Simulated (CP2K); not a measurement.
**GaH3 (SMILES [GaH3]) at 3 levels**

Wanted: a comparison of 3 runs (B3LYP/6-31G*, PBE0/TZV2P-MOLOPT-PBE0-GTH, GFN2-xTB) of GaH3. 

The results are computed with CP2K 2026.2.

9 further runs of the same task are left out: 5 that didn't finish, 4 set aside as unsound or not needed. Runs told in other sessions of the task aren't counted.

## (1) Starting point

The species is GaH3 (4 atoms), meant as a singlet with charge 0. SMILES: `[GaH3]`. Geometry: relaxed at PBE0-D4/def2-TZVP.

Bond lengths: Ga1–H2 1.568 Å, Ga1–H3 1.568 Å, Ga1–H4 1.568 Å. Angles: H2–Ga1–H3 120.0°, H2–Ga1–H4 120.0°, H3–Ga1–H4 120.0°.

## (2) The energy at B3LYP/6-31G(d) (spherical functions) (run 1)

Contents of calc.inp:

```
&GLOBAL
 PROJECT calc
 RUN_TYPE ENERGY
 PRINT_LEVEL MEDIUM
&END GLOBAL
&FORCE_EVAL
 METHOD Quickstep
 &DFT
  BASIS_SET_FILE_NAME ./6_31gs.basis
  POTENTIAL_FILE_NAME POTENTIAL
  CHARGE 0
  MULTIPLICITY 1
  &QS
   METHOD GAPW
   EPS_DEFAULT 1.0E-10
  &END QS
  # real-space grids
  &MGRID
   CUTOFF 280
   REL_CUTOFF 50
   NGRIDS 4
  &END MGRID
  &POISSON
   PERIODIC NONE
   POISSON_SOLVER WAVELET
  &END POISSON
  # SCF settings
  &SCF
   SCF_GUESS ATOMIC
   EPS_SCF 1.0E-07
   MAX_SCF 100
   ADDED_MOS 5
   &DIAGONALIZATION
    ALGORITHM STANDARD
   &END DIAGONALIZATION
   &MIXING
    METHOD DIRECT_P_MIXING
    ALPHA 0.4
   &END MIXING
  &END SCF
  &XC
   &XC_FUNCTIONAL
    &HYB_GGA_XC_B3LYP
    &END HYB_GGA_XC_B3LYP
   &END XC_FUNCTIONAL
   &HF
    FRACTION 0.2
    &SCREENING
     EPS_SCHWARZ 1.0E-10
     SCREEN_ON_INITIAL_P F
    &END SCREENING
    &INTERACTION_POTENTIAL
     POTENTIAL_TYPE COULOMB
    &END INTERACTION_POTENTIAL
    &MEMORY
     MAX_MEMORY 1050
    &END MEMORY
   &END HF
  &END XC
  &PRINT
   &MOMENTS
    PERIODIC F
    REFERENCE COM
    MAX_MOMENT 1
   &END MOMENTS
   &MO ON
    ENERGIES T
    OCCUPATION_NUMBERS T
    NDIGITS 6
    &EACH
     QS_SCF 0
    &END EACH
    ADD_LAST NUMERIC
   &END MO
   &LOWDIN ON
   &END LOWDIN
   &HIRSHFELD OFF
   &END HIRSHFELD
  &END PRINT
 &END DFT
 &SUBSYS
  &CELL
   ABC [angstrom] 12.6 12.6 12.6
   PERIODIC NONE
  &END CELL
  &COORD
   UNIT bohr
   Ga     0.0253223    -0.0281569    -0.0086927
   H      2.3666930     0.6496878     1.6775099
   H     -1.0433178    -2.7926373    -0.0183303
   H     -1.2441957     2.0573448    -1.6888482
  &END COORD
  &TOPOLOGY
   &CENTER_COORDINATES
   &END CENTER_COORDINATES
  &END TOPOLOGY
  &KIND Ga
   BASIS_SET 6-31Gs
   POTENTIAL ALL
   LEBEDEV_GRID 194
   RADIAL_GRID 100
  &END KIND
  &KIND H
   BASIS_SET 6-31Gs
   POTENTIAL ALL
   LEBEDEV_GRID 194
   RADIAL_GRID 100
  &END KIND
 &END SUBSYS
&END FORCE_EVAL
```

Command:

```sh
$ OMP_NUM_THREADS=1 cp2k.psmp calc.inp > calc.out
```

Log:

```text
CP2K| version string:                                       CP2K version 2026.2
[...]
 GLOBAL| Method name                                                        CP2K
[...]
 GLOBAL| Run type                                                         ENERGY
[...]
 DFT| Spin restricted Kohn-Sham (RKS) calculation                            RKS
 DFT| Multiplicity                                                             1
[...]
 DFT| Charge                                                                   0
[...]
 FUNCTIONAL| HYB_GGA_XC_B3LYP:
[...]
 QS| Method:                                                                GAPW
[...]
 QS| Density cutoff [a.u.]:                                                140.0
[...]
 QS| Relative density cutoff [a.u.]:                                        25.0
[...]
                             - Atoms:                                          4
[...]
                             - Spherical basis functions:                     38
[...]
 Number of electrons:                                                         34
[...]
     1 P_Mix/Diag. 0.40E+00    5.6     0.83039923     -1926.3875371632 -1.93E+03
[...]
    15 DIIS/Diag.  0.69E-07    2.9     0.00000005     -1926.3923923768 -3.87E-12
  *** SCF run converged in    15 steps ***
[...]
  Overlap energy of the core charge distribution:               0.00000067205544
  Self energy of the core charge distribution:               -557.48263594741820
  Core Hamiltonian energy:                                  -1485.42649266240346
  Hartree energy:                                             113.86470897691204
  Exchange-correlation energy:                                -10.80964863469808
  Hartree-Fock Exchange energy:                               -14.87970545213202
[...]
                     Mulliken Population Analysis
 #  Atom  Element  Kind  Atomic population                           Net charge
       1     Ga       1         31.115204                             -0.115204
       2     H        2          0.961573                              0.038427
       3     H        2          0.961633                              0.038367
       4     H        2          0.961590                              0.038410
 # Total charge                             34.000000                  0.000000
[...]
  Dipole moment [Debye]
    X= -0.1667605E-02 Y=  0.6381113E-03 Z=  0.1891244E-02  Total=      0.0026009
 ENERGY| Total FORCE_EVAL ( QS ) energy [hartree]          -1926.392392376840462
[...]
```

It took 50 s on 1 thread of Arm Neoverse V1, shared host; peak memory 0.83 GiB.

## (3) A single-point energy at PBE0/TZV2P-MOLOPT-PBE0-GTH (core potential) (run 2)

Contents of job.inp:

```
&GLOBAL
  PROJECT_NAME job
  RUN_TYPE ENERGY
  PRINT_LEVEL MEDIUM
&END GLOBAL

&FORCE_EVAL
  METHOD Quickstep
  &DFT
    BASIS_SET_FILE_NAME BASIS_MOLOPT_UZH
    BASIS_SET_FILE_NAME BASIS_ADMM_UZH
    POTENTIAL_FILE_NAME POTENTIAL_UZH
    &QS
      METHOD GPW
      EPS_DEFAULT 1.0E-10
    &END QS
    # real-space grids
    &MGRID
      CUTOFF 400
      REL_CUTOFF 50
      NGRIDS 4
    &END MGRID
    # cluster boundary conditions
    &POISSON
      PERIODIC NONE
      POISSON_SOLVER WAVELET
    &END POISSON
    # SCF settings
    &SCF
      SCF_GUESS ATOMIC
      EPS_SCF 1.0E-06
      MAX_SCF 100
      ADDED_MOS 5
      &DIAGONALIZATION
        ALGORITHM STANDARD
      &END DIAGONALIZATION
      &MIXING
        METHOD DIRECT_P_MIXING
        ALPHA 0.4
      &END MIXING
    &END SCF
    &XC
      &XC_FUNCTIONAL
        &PBE
          SCALE_X 0.75
          SCALE_C 1.0
        &END PBE
      &END XC_FUNCTIONAL
      &HF
        FRACTION 0.25
        &SCREENING
          EPS_SCHWARZ 1.0E-09
        &END SCREENING
        &MEMORY
          MAX_MEMORY 1050
        &END MEMORY
      &END HF
    &END XC
    &AUXILIARY_DENSITY_MATRIX_METHOD
      ADMM_TYPE ADMMS
      EXCH_CORRECTION_FUNC PBEX
    &END AUXILIARY_DENSITY_MATRIX_METHOD
    # extra output
    &PRINT
      &MOMENTS
        PERIODIC F
        REFERENCE COM
        MAX_MOMENT 1
      &END MOMENTS
      &MO ON
        ENERGIES T
        OCCUPATION_NUMBERS T
        NDIGITS 6
        &EACH
          QS_SCF 0
        &END EACH
        ADD_LAST NUMERIC
      &END MO
      &HIRSHFELD OFF
      &END HIRSHFELD
    &END PRINT
  &END DFT
  # atoms, cell and kinds
  &SUBSYS
    # vacuum box
    &CELL
      ABC 12.6 12.6 12.6
      PERIODIC NONE
    &END CELL
    &COORD
      UNIT bohr
      Ga     0.0253223    -0.0281569    -0.0086927
      H      2.3666930     0.6496878     1.6775099
      H     -1.0433178    -2.7926373    -0.0183303
      H     -1.2441957     2.0573448    -1.6888482
    &END COORD
    &TOPOLOGY
      &CENTER_COORDINATES
      &END CENTER_COORDINATES
    &END TOPOLOGY
    &KIND Ga
      BASIS_SET ORB TZV2P-MOLOPT-PBE0-GTH-q13
      BASIS_SET AUX_FIT admm-tzp-q13
      POTENTIAL GTH-PBE0-q13
    &END KIND
    &KIND H
      BASIS_SET ORB TZV2P-MOLOPT-PBE0-GTH-q1
      BASIS_SET AUX_FIT admm-tzp-q1
      POTENTIAL GTH-PBE0-q1
    &END KIND
  &END SUBSYS
&END FORCE_EVAL
```

Command:

```sh
$ OMP_NUM_THREADS=1 cp2k.psmp job.inp > job.out
```

Log:

```text
CP2K| version string:                                       CP2K version 2026.2
[...]
 GLOBAL| Method name                                                        CP2K
[...]
 GLOBAL| Run type                                                         ENERGY
[...]
 DFT| Spin restricted Kohn-Sham (RKS) calculation                            RKS
 DFT| Multiplicity                                                             1
[...]
 DFT| Charge                                                                   0
[...]
 FUNCTIONAL| PBE:
 QS| Method:                                                                 GPW
[...]
 QS| Density cutoff [a.u.]:                                                200.0
[...]
 QS| Relative density cutoff [a.u.]:                                        25.0
[...]
                             - Atoms:                                          4
[...]
                             - Spherical basis functions:                     83
[...]
 Number of electrons:                                                         16
[...]
     1 P_Mix/Diag. 0.40E+00    8.1     1.55441193       -76.4655258572 -7.65E+01
[...]
    13 DIIS/Diag.  0.65E-06    6.5     0.00000079       -77.0497201038 -1.83E-12
  *** SCF run converged in    13 steps ***
[...]
  Overlap energy of the core charge distribution:               0.00000026362892
  Self energy of the core charge distribution:               -101.78984589723896
  Core Hamiltonian energy:                                     29.87621419191693
  Hartree energy:                                               5.65015648039662
  Exchange-correlation energy:                                 -8.61046995082518
  Hartree-Fock Exchange energy:                                -2.17577519164706
  Total energy:                                               -77.04972010376873
[...]
                     Mulliken Population Analysis
 #  Atom  Element  Kind  Atomic population                           Net charge
       1     Ga       1         12.870856                              0.129144
       2     H        2          1.042875                             -0.042875
       3     H        2          1.043432                             -0.043432
       4     H        2          1.042837                             -0.042837
 # Total charge                             16.000000                 -0.000000
[...]
  Dipole moment [Debye]
    X= -0.3235849E-03 Y=  0.1310165E-02 Z=  0.1761353E-02  Total=      0.0022189
 ENERGY| Total FORCE_EVAL ( QS ) energy [hartree]            -77.049720103768735
[...]
```

Run time: 88 s. Hardware: 1 thread of Arm Neoverse V1, shared host; peak memory 1.7 GiB.

## (4) The energy at GFN2-xTB (run 3)

Contents of molecule.inp:

```
&global
  project molecule
  run_type ENERGY
  print_level MEDIUM
&end global

&force_eval
  method QS
  &dft
    &qs
      method XTB
      eps_default 1.0E-10
      &xtb
        gfn_type TBLITE
        &tblite
          method GFN2
        &end tblite
        check_atomic_charges F
      &end xtb
    &end qs
    &poisson
      periodic NONE
      poisson_solver ANALYTIC
    &end poisson
    &scf
      scf_guess ATOMIC
      eps_scf 1.0E-07
      max_scf 150
      added_mos 8
      &diagonalization
        algorithm STANDARD
      &end diagonalization
      &mixing
        method DIRECT_P_MIXING
        alpha 0.4
      &end mixing
    &end scf
    &print
      &moments
        periodic F
        reference COM
        max_moment 1
      &end moments
      &mo ON
        energies T
        occupation_numbers T
        ndigits 6
        &each
          qs_scf 0
        &end each
        add_last NUMERIC
      &end mo
      &hirshfeld OFF
      &end hirshfeld
    &end print
  &end dft
  &subsys
    &cell
      abc 11.9 12.6 11.8
      periodic NONE
    &end cell
    &coord
      UNIT bohr
      Ga     0.0253223    -0.0281569    -0.0086927
      H      2.3666930     0.6496878     1.6775099
      H     -1.0433178    -2.7926373    -0.0183303
      H     -1.2441957     2.0573448    -1.6888482
    &end coord
    &topology
      &center_coordinates
      &end center_coordinates
    &end topology
  &end subsys
&end force_eval
```

Command:

```sh
$ OMP_NUM_THREADS=1 cp2k.psmp -i molecule.inp > molecule.out 2>&1
```

Log:

```text
CP2K| version string:                                       CP2K version 2026.2
[...]
 GLOBAL| Method name                                                        CP2K
[...]
 GLOBAL| Run type                                                         ENERGY
[...]
                             - Atoms:                                          4
[...]
                             - Spherical basis functions:                     12
[...]
 Number of electrons:                                                          6
[...]
  *** SCF run converged in    10 steps ***
[...]
  Fermi energy:                                                -0.25953029971896
[...]
 TB_DIPOLE| Moment [Debye]         -0.00073340       0.00023806       0.00062376
 TB_DIPOLE| Derivative [a.u.]       0.00000000       0.00000000       0.00000000
[...]
 ENERGY| Total FORCE_EVAL ( QS ) energy [hartree]             -2.681359107151181
[...]
```

Run time: 0.36 s. Hardware: 1 thread of Arm Neoverse V1, shared host; peak memory 0.14 GiB.

## (5) Overview of the runs

```
run                                        level  core potential  scheme   energy (Eh)  dipole moment (D)  HOMO energy (eV)  LUMO energy (eV)  wall time
  1           B3LYP/6-31G* (spherical functions)            none    GAPW  -1926.392392               0.00             -8.42             -2.12       50 s
  2  PBE0/TZV2P-MOLOPT-PBE0-GTH (core potential)        GTH-PBE0     GPW    -77.049720               0.00             -8.56             -1.78       88 s
  3                                     GFN2-xTB               –       –     -2.681359               0.00            -11.80             -6.13     0.36 s
```

## (6) Summary of results

```
                                        quantity         value
                             run 3: total energy   -2.68136 Eh
run 3: dipole moment (from atomic charges alone)        0.00 D
                              run 3: HOMO energy     -11.80 eV
                              run 3: LUMO energy      -6.13 eV
                            run 3: HOMO–LUMO gap       5.67 eV
                        run 3: dispersion energy  -2.62 kJ/mol
```

In words: The HOMO–LUMO gap runs from 5.67 eV (GFN2-xTB) to 6.79 eV (PBE0/TZV2P-MOLOPT-PBE0-GTH). The two ends differ in method and basis and Hamiltonian and core potential. Totals of different functionals can't be ranked against each other. Some runs of one species differ in core potentials or relativity; totals across that change don't compare. All runs together took 2.3 min, the longest 88 s.
